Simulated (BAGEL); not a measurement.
# RI-MP2/cc-pVDZ (density fitting with qzvpp-jkfit) run of GeHCl3 (SMILES [Cl][GeH]([Cl])[Cl])

What is the energy change on altering one bond length of GeHCl3 at RI-MP2/cc-pVDZ (density fitting with qzvpp-jkfit)? 

The calculation is run with BAGEL 1.2.2.

2 further runs of the same task are left out: 2 set aside as unsound or not needed.

**1. The molecule**

GeHCl3 has 5 atoms, charge 0, and is taken as a singlet. As SMILES, `[Cl][GeH]([Cl])[Cl]`. The coordinates come from a PBE0-D4/def2-TZVP relaxation.

Bond lengths: Cl1–Ge2 2.126 Å, Ge2–Cl3 2.126 Å, Ge2–Cl4 2.126 Å, Ge2–H5 1.525 Å. Angles: Cl1–Ge2–Cl3 108.5°, Cl1–Ge2–Cl4 108.5°, Cl3–Ge2–Cl4 108.5°, Cl1–Ge2–H5 110.4°, Cl3–Ge2–H5 110.5°, Cl4–Ge2–H5 110.5°.

**2. The energy at RI-MP2/cc-pVDZ (density fitting with qzvpp-jkfit)**

job.json

```json
{ "bagel" : [

{
  "title" : "molecule",
  "basis" : "cc-pvdz.json",
  "df_basis" : "qzvpp-jkfit",
  "angstrom" : true,
  "geometry" : [
    { "atom" : "Cl", "xyz" : [   -1.177700,   -0.012800,    1.700700 ] },
    { "atom" : "Ge", "xyz" : [    0.102400,    0.090600,    0.006200 ] },
    { "atom" : "Cl", "xyz" : [    1.117900,   -1.767600,   -0.185300 ] },
    { "atom" : "Cl", "xyz" : [   -1.095100,    0.385600,   -1.725800 ] },
    { "atom" : "H", "xyz" : [    1.102600,    1.230700,    0.163000 ] }
  ]
},
{
  "title" : "hf"
},
{
  "title" : "mp2",
  "ncore" : 24
}

]}
```

The basis set cc-pVDZ is read from a file made from the Basis Set Exchange's data (not shown).

Started as:

```console
BAGEL_NUM_THREADS=1 BAGEL job.json > job.out
```

The program printed:

```text
* using 1 threads per process

  ===============================================================
  ===============================================================

  *** Geometry ***

  { "atom" : "Cl", "xyz" : [     -2.225530,     -0.024188,      3.213857 ] },
  { "atom" : "Ge", "xyz" : [      0.193508,      0.171209,      0.011716 ] },
  { "atom" : "Cl", "xyz" : [      2.112525,     -3.340280,     -0.350166 ] },
  { "atom" : "Cl", "xyz" : [     -2.069439,      0.728678,     -3.261289 ] },
  { "atom" : "H", "xyz" : [      2.083612,      2.325686,      0.308025 ] },

  Number of auxiliary basis functions:      668

  Since a DF basis is specified, we compute 2- and 3-index integrals:
    o Being stored without compression. Storage requirement is 0.040 GB

  Number of basis functions:       86
  Number of electrons      :       84

    * METHOD: MOLECULE                             0.42

  *** RHF ***

  === Nuclear Repulsion ===
   559.1855802501

      * DIIS with orbital gradients will be used.

  === RHF iteration (cc-pvdz.json) ===
      0      -3454.44545281          0.00979069           0.20
      1      -3454.53359995          0.00558338           0.19
      2      -3454.55993289          0.00068121           0.19
      3      -3454.56068276          0.00014799           0.19
      4      -3454.56072838          0.00004161           0.19
      5      -3454.56073197          0.00001028           0.19
      6      -3454.56073218          0.00000209           0.19
      7      -3454.56073218          0.00000048           0.19
      8      -3454.56073218          0.00000017           0.20
      9      -3454.56073218          0.00000006           0.20
     10      -3454.56073218          0.00000002           0.20
     11      -3454.56073219          0.00000000           0.20
    * SCF iteration converged.

    * Permanent dipole moment:
           (   -0.459801,    -0.524129,    -0.071987) a.u.

    * METHOD: HF                                   2.66

  *** RHF ***

  === Nuclear Repulsion ===
   559.1855802501

      * DIIS with orbital gradients will be used.

  === RHF iteration (cc-pvdz.json) ===
      0      -3454.56073219          0.00000000           0.20
    * SCF iteration converged.

    * Permanent dipole moment:
           (   -0.459800,    -0.524129,    -0.071987) a.u.

  === DF-MP2 calculation ===

    * freezing 24 orbitals
    * 3-index integral transformation done
    * assembly done

      MP2 correlation energy:   -0.5076439489      0.06

      MP2 total energy:       -3455.0683761339

    * METHOD: MP2                                  0.47

  ===============================================================
```

It took 3.9 s on 1 thread of Arm Neoverse V2, shared host; peak memory 0.18 GiB.

**3. The distorted shape**

job.json

```json
{ "bagel" : [

{
  "title" : "molecule",
  "basis" : "cc-pvdz.json",
  "df_basis" : "qzvpp-jkfit",
  "angstrom" : true,
  "geometry" : [
    { "atom" : "Cl", "xyz" : [      -2.396306,       2.217050,       1.930501 ] },
    { "atom" : "Ge", "xyz" : [      -1.116206,       2.320450,       0.236001 ] },
    { "atom" : "Cl", "xyz" : [       1.117900,      -1.767600,      -0.185300 ] },
    { "atom" : "Cl", "xyz" : [      -2.313706,       2.615450,      -1.495999 ] },
    { "atom" : "H", "xyz" : [      -0.116006,       3.460550,       0.392801 ] }
  ]
},

{
  "title" : "hf"
},

{
  "title" : "mp2",
  "ncore" : 24
}

]}
```

The basis set cc-pVDZ is read from a file made from the Basis Set Exchange's data (not shown).

Started as:

```console
BAGEL_NUM_THREADS=1 BAGEL job.json > job.out
```

The program printed:

```text
* using 1 threads per process

  ===============================================================
  ===============================================================

  *** Geometry ***

  { "atom" : "Cl", "xyz" : [     -4.528362,      4.189617,      3.648118 ] },
  { "atom" : "Ge", "xyz" : [     -2.109324,      4.385015,      0.445977 ] },
  { "atom" : "Cl", "xyz" : [      2.112525,     -3.340280,     -0.350166 ] },
  { "atom" : "Cl", "xyz" : [     -4.372271,      4.942484,     -2.827028 ] },
  { "atom" : "H", "xyz" : [     -0.219220,      6.539492,      0.742286 ] },

  Number of auxiliary basis functions:      668

  Since a DF basis is specified, we compute 2- and 3-index integrals:
    o Being stored without compression. Storage requirement is 0.040 GB

  Number of basis functions:       86
  Number of electrons      :       84

    * METHOD: MOLECULE                             0.40

  *** RHF ***

  === Nuclear Repulsion ===
   448.8628923423

      * DIIS with orbital gradients will be used.

  === RHF iteration (cc-pvdz.json) ===
      0      -3454.12734333          0.01131527           0.19
      1      -3453.67952846          0.01444786           0.18
      2      -3454.27377453          0.00426851           0.19
      3      -3454.31208938          0.00244988           0.20
      4      -3454.32675494          0.00131322           0.19
      5      -3454.33239549          0.00117390           0.19
      6      -3454.34143285          0.00082638           0.19
      7      -3454.34339477          0.00038067           0.19
      8      -3454.34403382          0.00007299           0.19
      9      -3454.34405586          0.00002244           0.19
     10      -3454.34405709          0.00000924           0.19
     11      -3454.34405745          0.00000274           0.19
     12      -3454.34405747          0.00000162           0.18
     13      -3454.34405748          0.00000080           0.17
     14      -3454.34405749          0.00000060           0.19
     15      -3454.34405749          0.00000050           0.19
     16      -3454.34405750          0.00000030           0.19
     17      -3454.34405750          0.00000011           0.20
     18      -3454.34405750          0.00000004           0.19
     19      -3454.34405750          0.00000003           0.20
     20      -3454.34405750          0.00000001           0.19
    * SCF iteration converged.

    * Permanent dipole moment:
           (    1.836523,    -4.289990,    -0.454371) a.u.

    * METHOD: HF                                   4.32

  *** RHF ***

  === Nuclear Repulsion ===
   448.8628923423

      * DIIS with orbital gradients will be used.

  === RHF iteration (cc-pvdz.json) ===
      0      -3454.34405750          0.00000001           0.20
    * SCF iteration converged.

    * Permanent dipole moment:
           (    1.836521,    -4.289986,    -0.454370) a.u.

  === DF-MP2 calculation ===

    * freezing 24 orbitals
    * 3-index integral transformation done
    * assembly done

      MP2 correlation energy:   -0.5411555232      0.06

      MP2 total energy:       -3454.8852130260

    * METHOD: MP2                                  0.46

  ===============================================================
```

It took 5.4 s on 1 thread of Arm Neoverse V2, shared host; peak memory 0.18 GiB.

**4. Summary of results**

At RI-MP2/cc-pVDZ (density fitting with qzvpp-jkfit), 24 core orbitals frozen:

| quantity | value |
| --- | --- |
| first shape: total energy | -3455.06838 Eh |
| first shape: correlation energy (24 core orbitals frozen) | -507.6 mEh |
| distorted shape: total energy | -3454.88521 Eh |
| distorted shape: correlation energy (24 core orbitals frozen) | -541.2 mEh |
| energy change with the Ge2–Cl3 bond stretched from 2.126 to 4.678 Å | 4.984 eV |

What this shows: One bond (distorted shape) is far stretched, which a spin-restricted single reference describes badly; perturbation theory on it can break down and give far too much correlation. With the Ge2–Cl3 bond stretched from 2.126 to 4.678 Å the energy rises by 4.98 eV (481 kJ/mol). The first shape isn't relaxed at this level, so the change isn't measured from a minimum. A restricted reference can't describe the breaking bond well at this length.
